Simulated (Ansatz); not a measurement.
**C2H7Ge radical: small, medium and large basis sets**

The task here is to estimate one member of a computed series from the others.

Program: Ansatz 0.2.0, Gaussian basis. Level of theory: one geometry, several basis sets. These are calculated values, not measurements.

Levels to be run: PBE0-D4/def2-SVP; ωB97M-V/def2-SVP; PBE0-D4/def2-QZVPP; ωB97M-V/def2-QZVPP; the functionals' def2-TZVPP values are taken from earlier runs.

## The relaxed structure

The geometry comes from an earlier relaxation with PBE0-D4 in a triple-zeta def2 set; it is a stationary point, not always the lowest conformer.

10 atoms, charge 0, spin multiplicity 2.

Atoms are counted from 1 here; the program's logs count them from 0.

Bond lengths: C1–Ge2 1.923 Å, C1–H4 1.085 Å, C1–H5 1.084 Å, Ge2–C3 1.953 Å, Ge2–H6 1.542 Å, Ge2–H7 1.547 Å, C3–H8 1.091 Å, C3–H9 1.091 Å, C3–H10 1.091 Å. Angles: Ge2–C1–H4 121.8°, Ge2–C1–H5 122.5°, H4–C1–H5 115.6°, C1–Ge2–C3 110.3°, C1–Ge2–H6 109.2°, C1–Ge2–H7 109.9°, C3–Ge2–H6 110.7°, C3–Ge2–H7 109.2°, H6–Ge2–H7 107.5°, Ge2–C3–H8 110.3°, Ge2–C3–H9 110.5°, Ge2–C3–H10 110.1°, H8–C3–H9 108.7°, H8–C3–H10 108.7°, H9–C3–H10 108.5°.

As a file:

```xyz
10
charge 0, multiplicity 2
C    -1.1858    0.3573   -1.2723
Ge    0.1243    0.7223    0.0871
C     0.7720   -0.9456    0.8706
H    -1.1588   -0.5521   -1.8639
H    -1.9746    1.0575   -1.5242
H    -0.5054    1.6243    1.1680
H     1.3180    1.4934   -0.5238
H    -0.0497   -1.4862    1.3419
H     1.5351   -0.7430    1.6231
H     1.2081   -1.5790    0.0964
```

Set-up of the first run:

The input, in.yaml:

```yaml
crystal:
  periodic: [false, false, false]
  atoms:
    - {symbol: C, position_ang: [-1.185752, 0.357275, -1.272317]}
    - {symbol: Ge, position_ang: [0.124264, 0.722263, 0.087143]}
    - {symbol: C, position_ang: [0.771988, -0.945645, 0.870588]}
    - {symbol: H, position_ang: [-1.158819, -0.552135, -1.863931]}
    - {symbol: H, position_ang: [-1.974606, 1.057528, -1.524192]}
    - {symbol: H, position_ang: [-0.505406, 1.624316, 1.167969]}
    - {symbol: H, position_ang: [1.317987, 1.493406, -0.523767]}
    - {symbol: H, position_ang: [-0.049744, -1.486235, 1.341865]}
    - {symbol: H, position_ang: [1.535065, -0.742979, 1.623102]}
    - {symbol: H, position_ang: [1.208123, -1.578994, 0.096441]}
basis:
  gaussian: {orbitals: def2-SVP}
magnetization: {spin_polarized: true, initial_magnetization: 1}
hamiltonian: {xc: pbe0, dispersion: d4}
output: {orbitals: {seedname: orbitals}}
```

Started as:

```sh
ansatz run in.yaml --threads 4 --pin off --events-out ev --progress --plain --max-ram 10444MiB
```

Among the steps run: PBE0-D4 in def2-SVP; ωB97M-V in def2-SVP; PBE0-D4 in def2-QZVPP; ωB97M-V in def2-QZVPP.

One table of the session follows, with a row left open; its other results are not shown here.

It belongs to the step «Functionals by basis». 

```
functional       basis  HOMO (eV)  LUMO (eV)
   PBE0-D4    def2-SVP      -6.65      -1.75
   PBE0-D4  def2-TZVPP      -6.72      -1.95
   PBE0-D4  def2-QZVPP      -6.72      -2.00
   ωB97M-V    def2-SVP          ?          ?
   ωB97M-V  def2-TZVPP      -8.75      -0.15
   ωB97M-V  def2-QZVPP      -8.75      -0.25
```

**Question.** Estimate the row for ωB97M-V, def2-SVP.

As computed: HOMO (eV): -8.67; LUMO (eV): 0.19. In the column «HOMO (eV)» it lies between ωB97M-V, def2-QZVPP (-8.75) and PBE0-D4, def2-TZVPP (-6.72).
